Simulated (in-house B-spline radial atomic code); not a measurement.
# Ca⁺: ionisation energy by several methods

The task here is to estimate one member of a computed series from the others.

The numbers are computed with in-house B-spline radial atomic code version 1 (Dirac-Coulomb, several functionals; spherical all-electron atom at the radial basis limit), except any that are marked as measured or tabulated.

## The system

| Quantity | Value |
| --- | --- |
| element | calcium (Z = 20) |
| charge | +1 |
| electrons | 19 |
| configuration | [Ar] 4s1 |
| nucleus | Fermi, rms radius 3.478 fm |

The outer shells:

[Ar] 4s1
```
[Ar] core
4s [↑ ]
```

The boxes only draw the filling; these runs are spin-restricted and spherical.

The first run:

Input settings:

```ini
Z = 20
electrons = 19.0
configuration = [Ar] 4s1
hamiltonian = dirac
method = lda_x_rel,vwn
spin_polarised = False
nucleus = fermi
rms_radius = 3.4776
mass_number = 40
atomic_mass = 39.96259085
speed_of_light = 137.035999084
```

Steps of the session up to this table: relativistic LDA; LDA (PW92); RPBE, a GGA; BP86, a GGA; PBEsol, a GGA; exchange-only LDA.

One of the session's tables, all rows but one given; the rest of the session is left out.

| method | ΔSCF (eV) |
| --- | --- |
| relativistic LDA | 11.939 |
| LDA (PW92) | 11.946 |
| exchange-only LDA | 11.082 |
| RPBE | 11.814 |
| BP86 | 11.800 |
| PBEsol | ? |

Estimate the missing values for PBEsol.

**Answer.** ΔSCF (eV): 11.681. In the column «ΔSCF (eV)» it lies between exchange-only LDA (11.082) and BP86 (11.800).
